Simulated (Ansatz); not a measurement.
# AlBFH4N: how energies converge with the basis set

The task here is to estimate one member of a computed series from the others.

Method: one geometry, several basis sets; program: Ansatz 0.2.0, Gaussian basis.

Levels to be run: PBE0-D4/def2-SVP; ωB97M-V/def2-SVP; PBE0-D4/def2-QZVPP; ωB97M-V/def2-QZVPP; the functionals' def2-TZVPP values are taken from earlier runs.

**The relaxed structure**

All runs share one geometry, relaxed beforehand with PBE0-D4 in a triple-zeta def2 set.

SMILES `[NH2][AlH][BH]F`, 8 atoms, charge 0, spin multiplicity 1.

Atoms are counted from 1 here; the program's logs count them from 0.

Bond lengths: N1–Al2 1.770 Å, N1–H5 1.008 Å, N1–H6 1.008 Å, Al2–B3 2.169 Å, Al2–H7 1.590 Å, B3–F4 1.330 Å, B3–H8 1.208 Å. Angles: Al2–N1–H5 125.6°, Al2–N1–H6 124.3°, H5–N1–H6 110.2°, N1–Al2–B3 116.8°, N1–Al2–H7 116.9°, B3–Al2–H7 126.3°, Al2–B3–F4 118.5°, Al2–B3–H8 127.4°, F4–B3–H8 114.1°.

Set-up of the first run:

Contents of in.yaml:

```yaml
crystal:
  periodic: [false, false, false]
  atoms:
    - {symbol: N, position_ang: [-1.034906, 1.237962, 0.178051]}
    - {symbol: Al, position_ang: [0.358392, 0.247183, 0.637004]}
    - {symbol: B, position_ang: [0.824043, -1.438581, -0.645947]}
    - {symbol: F, position_ang: [0.022085, -1.693008, -1.675482]}
    - {symbol: H, position_ang: [-1.365507, 2.050082, 0.674377]}
    - {symbol: H, position_ang: [-1.614466, 1.063463, -0.627727]}
    - {symbol: H, position_ang: [1.149375, 0.679517, 1.946212]}
    - {symbol: H, position_ang: [1.753185, -2.203819, -0.542388]}
basis:
  gaussian: {orbitals: def2-SVP}
hamiltonian: {xc: pbe0, dispersion: d4}
output: {orbitals: {seedname: orbitals}}
```

Steps of the session up to this table: PBE0-D4 in def2-SVP; ωB97M-V in def2-SVP; PBE0-D4 in def2-QZVPP; ωB97M-V in def2-QZVPP.

One of the session's tables, all rows but one given; the rest of the session is left out.

It belongs to the step «Functionals by basis». 

| functional | basis | HOMO (eV) | LUMO (eV) |
| --- | --- | --- | --- |
| PBE0-D4 | def2-SVP | ? | ? |
| PBE0-D4 | def2-TZVPP | -7.21 | -2.10 |
| PBE0-D4 | def2-QZVPP | -7.24 | -2.15 |
| ωB97M-V | def2-SVP | -9.21 | 0.06 |
| ωB97M-V | def2-TZVPP | -9.36 | -0.21 |
| ωB97M-V | def2-QZVPP | -9.40 | -0.34 |

**Question.** Estimate the row for PBE0-D4, def2-SVP.

As computed: HOMO (eV): -7.10; LUMO (eV): -1.92. In the column «HOMO (eV)» it is the highest.
